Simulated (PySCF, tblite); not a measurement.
# C₃H₈O₄SSi: geometry, infrared bands, NMR shifts and electronic excitations

Wanted: the infrared bands, NMR shifts and electronic excitations of C₃H₈O₄SSi (`CS(=O)(=O)CC(=O)O[SiH3]`), by calculation.

The runs use tblite 0.8.0 and PySCF 2.14.0, with density-fitted response routines of our own; the level of theory stands in each step. All values are computed, except where a source is named. Atoms count from 0, in the outputs and in this text.

## Step 1: The molecule as given

17 atoms, charge 0, multiplicity 1; geometry from: force field or distance geometry start.

Bonds of the start (Å): C0–S1 1.78, S1–O2 1.43, S1–O3 1.45, S1–C4 1.77, C4–C5 1.48, C5–O6 1.22, C5–O7 1.36, O7–Si8 1.66, C0–H9 1.08, C0–H10 1.09, C0–H11 1.10, C4–H12 1.10, C4–H13 1.10, Si8–H14 1.47, Si8–H15 1.49, Si8–H16 1.48.

## Step 2: Relaxing the molecule with GFN2-xTB

Job settings and geometry (Å):

```
{"job": {"kind": "relax", "xc": "GFN2-xTB", "basis": "xTB"}, "charge": 0, "multiplicity": 1}
C     -2.451300    -0.569800     0.593800
S     -1.682600     0.474300    -0.632300
O     -2.606100     1.530700    -0.932800
O     -1.163200    -0.369400    -1.690100
C     -0.312700     1.229500     0.201300
C      0.652000     0.190400     0.633000
O      0.402200    -0.638000     1.493100
O      1.846800     0.334700    -0.002600
Si     3.134300    -0.683900     0.239100
H     -1.848700    -1.448600     0.783600
H     -2.613800     0.009800     1.506000
H     -3.430100    -0.884300     0.195100
H     -0.674300     1.803500     1.064200
H      0.153300     1.925700    -0.517200
H      2.753700    -2.070400    -0.081800
H      3.594300    -0.562800     1.653000
H      4.239200    -0.259200    -0.650800
```

Launch:

```bash
$ OMP_NUM_THREADS=1 python probes_run.py task.json out
```

One launch serves the whole session: the jobs run in the order shown.

The log of the run:

```text
step      E/eV     max force
  0    -864.77375    1.815
  1    -864.88784    1.792
  2    -864.93093    0.972
  3    -864.95677    0.495
  4    -864.97739    0.404
  5    -864.98616    0.358
  6    -864.99547    0.246
  7    -865.00334    0.225
  8    -865.00920    0.207
  9    -865.01349    0.148
 10    -865.01707    0.153
 11    -865.02018    0.135
 12    -865.02250    0.100
 13    -865.02415    0.113
 14    -865.02551    0.116
 15    -865.02660    0.081
 16    -865.02738    0.070
 17    -865.02797    0.066
 18    -865.02856    0.081
 19    -865.02921    0.062
 20    -865.02985    0.060
 21    -865.03048    0.058
 22    -865.03115    0.079
 23    -865.03197    0.086
 24    -865.03303    0.092
 25    -865.03432    0.096
 26    -865.03577    0.096
 27    -865.03729    0.113
 28    -865.03884    0.112
 29    -865.04039    0.091
 30    -865.04182    0.088
 31    -865.04295    0.092
 32    -865.04372    0.073
 33    -865.04428    0.069
 34    -865.04486    0.082
 35    -865.04582    0.105
 36    -865.04748    0.161
 37    -865.05005    0.173
 38    -865.05314    0.147
 39    -865.05608    0.137
 40    -865.05880    0.159
 41    -865.06066    0.197
 42    -865.06200    0.221
 43    -865.06490    0.142
 44    -865.06698    0.096
 45    -865.06850    0.106
 46    -865.06995    0.124
 47    -865.07124    0.079
 48    -865.07215    0.063
 49    -865.07287    0.073
 50    -865.07355    0.120
 51    -865.07459    0.112
 52    -865.07620    0.070
 53    -865.07762    0.102
 54    -865.07877    0.104
 55    -865.08016    0.090
 56    -865.08171    0.107
 57    -865.08326    0.094
 58    -865.08354    0.156
 59    -865.08552    0.103
 60    -865.08639    0.074
 61    -865.08803    0.091
 62    -865.08895    0.134
 63    -865.09091    0.172
 64    -865.09269    0.149
 65    -865.09429    0.100
 66    -865.09499    0.084
 67    -865.09544    0.047
 68    -865.09573    0.041
 69    -865.09599    0.043
 70    -865.09620    0.039
 71    -865.09637    0.035
 72    -865.09650    0.035
 73    -865.09663    0.039
 74    -865.09680    0.047
 75    -865.09698    0.037
 76    -865.09712    0.032
 77    -865.09723    0.030
 78    -865.09734    0.028
 79    -865.09747    0.030
 80    -865.09759    0.022
 81    -865.09768    0.022
 82    -865.09775    0.019
 83    -865.09783    0.024
 84    -865.09791    0.021
 85    -865.09798    0.018
 86    -865.09802    0.019
 87    -865.09808    0.020
 88    -865.09817    0.023
 89    -865.09829    0.021
 90    -865.09838    0.017
 91    -865.09844    0.019
 92    -865.09849    0.019
 93    -865.09856    0.019
 94    -865.09868    0.022
 95    -865.09880    0.023
 96    -865.09890    0.025
 97    -865.09898    0.025
 98    -865.09906    0.023
 99    -865.09916    0.019
100    -865.09928    0.020
101    -865.09939    0.023
102    -865.09949    0.025
103    -865.09959    0.022
104    -865.09972    0.023
105    -865.09985    0.034
106    -865.09993    0.027
107    -865.09998    0.016
108    -865.10001    0.013
109    -865.10003    0.015
110    -865.10006    0.017
111    -865.10009    0.015
112    -865.10011    0.008
```

Wall time 2.9 s (1 thread of Intel Xeon at 2.50GHz, shared host); peak memory 0.18 GiB.

Relaxation path: (not every step is listed)

| step | energy from step 0 (eV) | largest force (eV/Å) |
| --- | --- | --- |
| 0 | 0.0000 | 1.8151 |
| 1 | -0.1141 | 1.7922 |
| 2 | -0.1572 | 0.9720 |
| 3 | -0.1830 | 0.4954 |
| 4 | -0.2036 | 0.4036 |
| 5 | -0.2124 | 0.3578 |
| 6 | -0.2217 | 0.2460 |
| 7 | -0.2296 | 0.2248 |
| 8 | -0.2355 | 0.2066 |
| 17 | -0.2542 | 0.0661 |
| 26 | -0.2620 | 0.0964 |
| 35 | -0.2721 | 0.1054 |
| 44 | -0.2932 | 0.0957 |
| 53 | -0.3039 | 0.1022 |
| 62 | -0.3152 | 0.1342 |
| 71 | -0.3226 | 0.0346 |
| 80 | -0.3238 | 0.0224 |
| 89 | -0.3245 | 0.0208 |
| 98 | -0.3253 | 0.0226 |
| 107 | -0.3262 | 0.0157 |
| 108 | -0.3263 | 0.0130 |
| 109 | -0.3263 | 0.0153 |
| 110 | -0.3263 | 0.0169 |
| 111 | -0.3263 | 0.0148 |
| 112 | -0.3264 | 0.0079 |

Close pairs (by a distance rule), those that changed most:

| bond | before (Å) | after (Å) | change (Å) |
| --- | --- | --- | --- |
| S1–C4 | 1.773 | 1.842 | +0.070 |
| C5–O7 | 1.361 | 1.306 | -0.055 |
| Si8–H15 | 1.492 | 1.461 | -0.031 |
| Si8–H16 | 1.481 | 1.456 | -0.025 |
| C0–S1 | 1.784 | 1.805 | +0.021 |
| C0–H11 | 1.103 | 1.083 | -0.020 |
| Si8–H14 | 1.473 | 1.454 | -0.019 |
| C4–H13 | 1.104 | 1.084 | -0.019 |

The next job starts from the end point, and lists it.

## Step 3: Vibrational analysis with GFN2-xTB

Job settings and geometry (Å):

```
{"job": {"kind": "ir", "xc": "GFN2-xTB", "basis": "xTB"}, "charge": 0, "multiplicity": 1}
C     -2.371903    -0.560716     0.607287
S     -1.391558     0.341054    -0.611406
O     -2.259189     1.183332    -1.384273
O     -0.550176    -0.578997    -1.319153
C     -0.306835     1.416940     0.418148
C      0.723489     0.419169     0.838844
O      0.520222    -0.395721     1.705106
O      1.809250     0.456744     0.113708
Si     2.874960    -0.828383     0.021754
H     -1.691415    -0.950894     1.353905
H     -3.089774     0.128088     1.031773
H     -2.873992    -1.366901     0.087499
H     -0.904179     1.803948     1.235476
H      0.092035     2.200677    -0.216217
H      2.153355    -1.982397    -0.488838
H      3.433524    -1.067235     1.350526
H      3.825186    -0.206676    -0.889449
```

The log of the run:

```text
mode    cm-1     km/mol
  1      33.4      5.65
  2      57.5      3.66
  3      82.8      4.27
  4      98.9      5.65
  5     139.1      7.08
  6     160.7      3.67
  7     168.0      1.83
  8     217.7      1.34
  9     252.6      1.15
 10     306.2      2.55
 11     373.2     13.04
 12     399.1     86.20
 13     460.9     67.88
 14     577.5     35.27
 15     590.2     72.56
 16     612.0     14.82
 17     631.8     71.96
 18     696.6     56.90
 19     732.2    151.97
 20     742.0    204.90
 21     758.9    118.85
 22     776.3    165.55
 23     793.2    305.76
 24     820.4    181.48
 25     869.6     11.98
 26     885.6     25.76
 27     982.1     21.48
 28    1007.5     30.01
 29    1088.6     25.46
 30    1125.4    364.04
 31    1255.1    129.15
 32    1268.7     38.62
 33    1275.2    984.57
 34    1390.7     62.93
 35    1414.1      6.27
 36    1423.8     14.17
 37    1741.6    376.78
 38    2284.5    252.79
 39    2334.4    180.05
 40    2350.6    209.08
 41    3036.8      1.07
 42    3056.7      1.75
 43    3061.9      2.31
 44    3080.7      1.11
 45    3090.0      1.16
```

Wall time 2.4 s (1 thread of Intel Xeon at 2.50GHz, shared host); peak memory 0.18 GiB.

Which atoms move in the most intense modes:

| cm⁻¹ | km/mol | atoms |
| --- | --- | --- |
| 742 | 204.9 | O7 29 %, C5 16 %, C4 13 % |
| 793 | 305.8 | H15 33 %, H16 32 %, H14 24 % |
| 820 | 181.5 | H11 21 %, H13 19 %, S1 16 %, C4 10 % |
| 1125 | 364.0 | O3 35 %, O2 30 %, S1 25 % |
| 1275 | 984.6 | S1 27 %, C5 23 %, O3 21 %, O2 12 % |
| 1742 | 376.8 | C5 63 %, O6 35 % |
| 2284 | 252.8 | H15 95 % |
| 2351 | 209.1 | H14 93 % |

## Step 4: Relaxing the molecule at PBE0-D3(BJ)/def2-SVP

Job settings and geometry (Å):

```
{"job": {"xc": "PBE0", "basis": "def2-SVP", "d3": "d3bj", "grid": 1, "shake": 0.01, "kind": "geom"}, "charge": 0, "multiplicity": 1}
C     -2.351490    -0.586270     0.611470
S     -1.397240     0.336530    -0.613560
O     -2.279390     1.181010    -1.392930
O     -0.516950    -0.576740    -1.322680
C     -0.309650     1.410260     0.407600
C      0.719580     0.423990     0.836460
O      0.529800    -0.397720     1.705350
O      1.824710     0.462200     0.108660
Si     2.873130    -0.822980     0.041100
H     -1.694110    -0.953330     1.363930
H     -3.098640     0.125170     1.040600
H     -2.868190    -1.365990     0.094200
H     -0.932460     1.814160     1.225880
H      0.075350     2.203440    -0.209210
H      2.148910    -1.993160    -0.488580
H      3.433000    -1.053180     1.358000
H      3.827120    -0.195560    -0.891500
```

The log of the run:

```text
step   0  E = -1106.44554472  max force = 0.040421
step   1  E = -1106.45544707  max force = 0.008968
step   2  E = -1106.45671588  max force = 0.002260
step   3  E = -1106.45699855  max force = 0.002884
step   4  E = -1106.45713012  max force = 0.002596
step   5  E = -1106.45717819  max force = 0.001031
step   6  E = -1106.45723987  max force = 0.000695
step   7  E = -1106.45728226  max force = 0.000389
step   8  E = -1106.45729709  max force = 0.000562
step   9  E = -1106.45731132  max force = 0.000648
step  10  E = -1106.45731410  max force = 0.000487
step  11  E = -1106.45731939  max force = 0.000196
optimisation converged
```

Wall time 8.1 min (1 thread of Intel Xeon at 2.50GHz, shared host); peak memory 0.75 GiB.

The steps of the relaxation:

| step | energy from step 0 (eV) | largest force component (eV/Å) |
| --- | --- | --- |
| 0 | 0.0000 | 2.0785 |
| 1 | -0.2695 | 0.4612 |
| 2 | -0.3040 | 0.1162 |
| 3 | -0.3117 | 0.1483 |
| 4 | -0.3153 | 0.1335 |
| 5 | -0.3166 | 0.0530 |
| 6 | -0.3182 | 0.0357 |
| 7 | -0.3194 | 0.0200 |
| 8 | -0.3198 | 0.0289 |
| 9 | -0.3202 | 0.0333 |
| 10 | -0.3203 | 0.0250 |
| 11 | -0.3204 | 0.0101 |

Close pairs (by a distance rule), those that changed most:

| bond | before (Å) | after (Å) | change (Å) |
| --- | --- | --- | --- |
| O7–Si8 | 1.660 | 1.727 | +0.067 |
| Si8–H15 | 1.449 | 1.486 | +0.037 |
| C0–H9 | 1.064 | 1.097 | +0.033 |
| C0–H11 | 1.069 | 1.098 | +0.029 |
| C0–S1 | 1.806 | 1.780 | -0.027 |
| S1–C4 | 1.838 | 1.815 | -0.023 |
| C4–H13 | 1.076 | 1.097 | +0.021 |
| C0–H10 | 1.117 | 1.097 | -0.020 |

The end geometry stands in the next job.

| at the end point | value |
| --- | --- |
| point group (found at 0.08 Å tolerance) | C1 |
| rotational constants (GHz, main isotopes) | 2.722, 0.644, 0.617 |
| dipole moment (D) | 3.07 |

## Step 5: Nuclear shieldings: PBE0/pcSseg-1

Job settings and geometry (Å):

```
{"job": {"kind": "nmr", "xc": "PBE0", "basis": "pcSseg-1"}, "charge": 0, "multiplicity": 1}
C     -2.418134    -0.668776     0.675254
S     -1.650234     0.347614    -0.567335
O     -2.626578     1.319044    -1.042055
O     -0.936736    -0.522964    -1.496943
C     -0.384994     1.277515     0.343457
C      0.751219     0.357076     0.690356
O      0.677288    -0.497239     1.541488
O      1.822508     0.537526    -0.063975
Si     3.094762    -0.623471     0.057427
H     -1.640444    -1.241877     1.195520
H     -2.980479    -0.023675     1.361716
H     -3.098672    -1.328129     0.119877
H     -0.851925     1.708444     1.238991
H     -0.088965     2.066079    -0.360042
H      2.558141    -1.969473    -0.264556
H      3.696712    -0.569044     1.414852
H      4.059963    -0.157202    -0.968997
```

With the program's defaults for keys left out, this is: GIAO PBE0/pcSseg-1 NMR shielding, non-relativistic, gas phase.

The log of the run:

```text
coarse grid: 15816 points
cycle   1  E = -1106.4310080073  dE =  1.950e+00  |g| = 1.448e+00  |ddm| = 3.903e+00
cycle   2  E = -1105.3781482689  dE =  1.053e+00  |g| = 2.798e+00  |ddm| = 3.399e+00
cycle   3  E = -1106.7955787741  dE = -1.417e+00  |g| = 2.900e-01  |ddm| = 2.530e+00
cycle   4  E = -1106.8097678255  dE = -1.419e-02  |g| = 1.408e-01  |ddm| = 2.974e-01
cycle   5  E = -1106.8127119067  dE = -2.944e-03  |g| = 5.510e-02  |ddm| = 1.024e-01
cycle   6  E = -1106.8132999616  dE = -5.881e-04  |g| = 1.253e-02  |ddm| = 4.370e-02
cycle   7  E = -1106.8133258426  dE = -2.588e-05  |g| = 3.601e-03  |ddm| = 1.019e-02
cycle   8  E = -1106.8133281915  dE = -2.349e-06  |g| = 7.315e-04  |ddm| = 2.846e-03
final grid: 145104 points
cycle   9  E = -1106.9093826301  dE = -1.152e-05  |g| = 1.514e-02  |ddm| = 2.499e-02
cycle  10  E = -1106.9093097945  dE =  7.284e-05  |g| = 2.485e-02  |ddm| = 2.745e-02
cycle  11  E = -1106.9094231638  dE = -1.134e-04  |g| = 2.872e-03  |ddm| = 1.816e-02
cycle  12  E = -1106.9094246417  dE = -1.478e-06  |g| = 5.351e-04  |ddm| = 2.171e-03
cycle  13  E = -1106.9094246855  dE = -4.378e-08  |g| = 2.215e-04  |ddm| = 4.680e-04
cycle  14  E = -1106.9094246941  dE = -8.594e-09  |g| = 6.255e-05  |ddm| = 1.685e-04
cycle  15  E = -1106.9094246947  dE = -5.953e-10  |g| = 2.082e-05  |ddm| = 5.629e-05
converged SCF energy = -1106.9094246947

GIAO shielding tensors (ppm)
atom      isotropic    diamagn.    paramagn.     s11        s22        s33       span
  0 C      140.792     256.968    -116.176    111.010    126.950    184.417     73.408
  1 S      195.078    1052.717    -857.638     29.775    180.805    374.655    344.880
  2 O       93.504     396.019    -302.516     47.725     72.191    160.594    112.869
  3 O      101.140     405.345    -304.205     50.176     81.289    171.956    121.780
  4 C      120.386     258.068    -137.682     96.038    116.242    148.878     52.840
  5 C       12.167     255.067    -242.900    -84.033     42.132     78.403    162.436
  6 O     -116.047     404.781    -520.829   -365.155   -251.027    268.039    633.194
  7 O      119.370     400.518    -281.147    -29.217    187.660    199.668    228.885
  8 Si     380.286     878.825    -498.540    344.996    352.124    443.737     98.741
  9 H       27.458      32.464      -5.007     23.062     28.037     31.273      8.211
 10 H       28.920      28.933      -0.012     25.896     26.688     34.177      8.281
 11 H       28.495      27.393       1.101     25.996     26.472     33.016      7.020
 12 H       27.783      31.629      -3.846     25.475     27.192     30.682      5.207
 13 H       27.479      32.130      -4.651     24.168     28.793     29.475      5.306
 14 H       26.301      29.461      -3.160     22.940     25.512     30.449      7.509
 15 H       26.319      27.904      -1.585     23.138     24.695     31.124      7.986
 16 H       26.660      28.259      -1.599     23.533     25.122     31.326      7.792
```

Run time: 1.8 min. Hardware: 1 thread of Intel Xeon at 2.50GHz, shared host; peak memory 0.96 GiB.

Shifts follow as δ = σ(reference) − σ, with reference shieldings (ppm) from runs at the same level and on the same kind of geometry: 1H TMS 31.27, 13C TMS 184.4, 29Si TMS 352.0, 17O H2O 334.6, 33S CS2 496. The references are single molecules in the gas phase, so shifts against H2O, NH3, PH3, H3PO4 or CFCl3 are not on the usual liquid scales and can be off by tens of ppm. Atoms listed in one row are averaged.

| atoms | environment | σ (ppm) | δ (ppm) | δ scaled to CDCl3 |
| --- | --- | --- | --- | --- |
| C5 | carbonyl carbon | 12.2 | 172.2 | 166.7 |
| C4 | sp3 CH2 bonded to S, α to a carbonyl | 120.4 | 64.0 | 58.1 |
| C0 | methyl carbon bonded to S | 140.8 | 43.6 | 38.3 |
| H14, H15, H16 | hydrogen on a silicon bonded to O | 26.43 | 4.84 | – |
| H12, H13 | hydrogen on an sp3 CH2 bonded to S, α to a carbonyl | 27.63 | 3.64 | 3.66 |
| H9, H10, H11 | hydrogen on a methyl carbon bonded to S | 28.29 | 2.98 | 3.04 |
| S1 | sulfone sulfur | 195 | 301 | – |
| O6 | carbonyl oxygen | -116.0 | 450.6 | – |
| O2, O3 | S=O oxygen | 97.3 | 237.2 | – |
| O7 | oxygen bonded to C, Si | 119.4 | 215.2 | – |
| Si8 | silicon bonded to O, 3 H | 380.3 | -28.3 | – |

The scaled column applies a straight-line fit of computed shieldings to shifts measured in CDCl3, with any fitted terms for Cl, Br or S neighbours (root-mean-square error 0.21 ppm for H, 2.0 ppm for C).

The run also stored atomic charges by several schemes (e):

| atoms | Mulliken | IAO | Hirshfeld | ESP fit |
| --- | --- | --- | --- | --- |
| C0 | -0.38 | -0.63 | -0.12 | -0.70 |
| S1 | 0.91 | 1.99 | 0.52 | 1.12 |
| O2, O3 | -0.54 | -0.88 | -0.32 | -0.53 |
| C4 | -0.32 | -0.52 | -0.09 | -0.71 |
| C5 | 0.49 | 0.53 | 0.21 | 0.88 |
| O6 | -0.42 | -0.46 | -0.24 | -0.56 |
| O7 | -0.57 | -0.56 | -0.18 | -0.46 |
| Si8 | 0.67 | 0.82 | 0.40 | 0.55 |

Mayer bond orders: C0–S1 0.90, S1–O2 1.72, S1–O3 1.70, S1–C4 0.86, C4–C5 0.92, C5–O6 1.89, C5–O7 1.12, O7–Si8 0.78.

## Step 6: TDDFT and polarisability: CAM-B3LYP/def2-SVPD

The job, as its differences from that of step 5:

```diff
@@ -1,2 +1,2 @@
-{"job": {"kind": "nmr", "xc": "PBE0", "basis": "pcSseg-1"}, "charge": 0, "multiplicity": 1}
+{"job": {"kind": "uv", "xc": "CAM-B3LYP", "basis": "def2-SVPD", "ip": true}, "charge": 0, "multiplicity": 1}
 C     -2.418134    -0.668776     0.675254
```

Level: TDDFT CAM-B3LYP/def2-SVPD, vertical, gas phase, core orbitals frozen in the response.

The log of the run:

```text
coarse grid: 15816 points
cycle   1  E = -1106.4580116027  dE =  2.056e+00  |g| = 1.474e+00  |ddm| = 5.874e+00
cycle   2  E = -1105.8155242848  dE =  6.425e-01  |g| = 2.422e+00  |ddm| = 4.460e+00
cycle   3  E = -1106.8797645118  dE = -1.064e+00  |g| = 1.796e-01  |ddm| = 2.794e+00
cycle   4  E = -1106.8845074333  dE = -4.743e-03  |g| = 1.041e-01  |ddm| = 3.948e-01
cycle   5  E = -1106.8863802310  dE = -1.873e-03  |g| = 2.736e-02  |ddm| = 1.349e-01
cycle   6  E = -1106.8865267326  dE = -1.465e-04  |g| = 8.518e-03  |ddm| = 4.144e-02
cycle   7  E = -1106.8865396043  dE = -1.287e-05  |g| = 2.717e-03  |ddm| = 1.197e-02
cycle   8  E = -1106.8865413083  dE = -1.704e-06  |g| = 8.216e-04  |ddm| = 4.844e-03
final grid: 145104 points
cycle   9  E = -1107.0534495581  dE = -2.617e-05  |g| = 3.497e-03  |ddm| = 6.071e-02
cycle  10  E = -1107.0534482287  dE =  1.329e-06  |g| = 4.530e-03  |ddm| = 1.018e-02
cycle  11  E = -1107.0534521969  dE = -3.968e-06  |g| = 6.643e-04  |ddm| = 4.796e-03
cycle  12  E = -1107.0534522746  dE = -7.769e-08  |g| = 1.965e-04  |ddm| = 9.658e-04
cycle  13  E = -1107.0534522813  dE = -6.704e-09  |g| = 1.008e-04  |ddm| = 3.992e-04
cycle  14  E = -1107.0534522833  dE = -1.973e-09  |g| = 1.821e-05  |ddm| = 1.342e-04
cycle  15  E = -1107.0534522834  dE = -7.867e-11  |g| = 7.743e-06  |ddm| = 3.762e-05
converged SCF energy = -1107.0534522834

Static polarisability (au): isotropic 94.457, principal 82.789 89.437 111.143

Singlet excitations
state   eV       nm        f      main configurations
  1   5.6591    219.1   0.00213   H-1->L 0.45, H-2->L 0.34, H->L 0.10
  2   6.9606    178.1   0.09232   H->L 0.81, H-1->L 0.12
  3   7.3668    168.3   0.00547   H-2->L 0.50, H-1->L 0.36
  4   7.7584    159.8   0.02913   H-4->L 0.65
  5   7.8295    158.4   0.00385   H-3->L 0.49, H-6->L 0.12, H-8->L 0.11
  6   7.9421    156.1   0.07796   H->L+1 0.35, H->L+2 0.14, H->L+6 0.10
  7   8.0899    153.3   0.03625   H-3->L 0.26, H-5->L 0.20, H-6->L 0.12
  8   8.1604    151.9   0.03048   H-1->L+1 0.36, H-4->L+1 0.19, H-2->L+1 0.08
  9   8.2072    151.1   0.01925   H-4->L+1 0.37, H-5->L 0.20, H-4->L+2 0.10
 10   8.2870    149.6   0.02770   H-5->L 0.35, H-6->L 0.26

Triplet excitations (Tamm-Dancoff, eV): 5.1847 5.8535 6.6274 7.2292
Vertical ionisation energy (delta-SCF) = 10.8400 eV
Vertical electron affinity (delta-SCF) = -0.6116 eV
```

It took 27 min on 1 thread of Intel Xeon at 2.50GHz, shared host; peak memory 1.4 GiB.

The orbitals next to the gap, with their largest atomic shares:

| orbital | eV | atoms |
| --- | --- | --- |
| HOMO−3 | -11.05 | O2 34 %, O3 31 %, S1 8 % |
| HOMO−2 | -10.59 | O6 29 %, O3 28 %, O2 22 % |
| HOMO−1 | -10.34 | O6 28 %, O3 25 %, O2 23 % |
| HOMO | -10.08 | O2 27 %, O3 24 %, C4 13 % |
| LUMO | 0.00 | C5 31 %, O6 23 %, O7 12 % |
| LUMO+1 | 0.60 | Si8 23 %, S1 10 %, O7 9 % |
| LUMO+2 | 1.00 | Si8 36 %, S1 10 %, H15 8 % |

With each of the 10 states as a Gaussian band of 0.4 eV half-width at 1/e, the curve within the window shown has maxima at 219 nm (ε 86), 177 nm (ε 3,900), 154 nm (ε 7,800) L/(mol cm). Beyond the last state computed it falls off for lack of states. The curve at chosen wavelengths:

(nm, ε (L/mol/cm)): (144, 1920), (148, 4925), (152, 7477), (156, 7434), (160, 5287), (164, 3193), (168, 2544), (172, 3136), (176, 3803), (180, 3624), (184, 2654), (188, 1527), (192, 711), (196, 279), (200, 104), (204, 56), (208, 57), (212, 72), (216, 84), (220, 86), (224, 77), (228, 62), (232, 45), (236, 30), (240, 18), (244, 10)

Further results of this job:

| property | computed |
| --- | --- |
| dipole moment (D) | 3.39 |
| polarisability (Å³) | 14.00 |
| HOMO–LUMO gap (eV) | 10.08 |
| −ε(HOMO) (eV) | 10.08 |

(Part 1 of 2 ends here.)
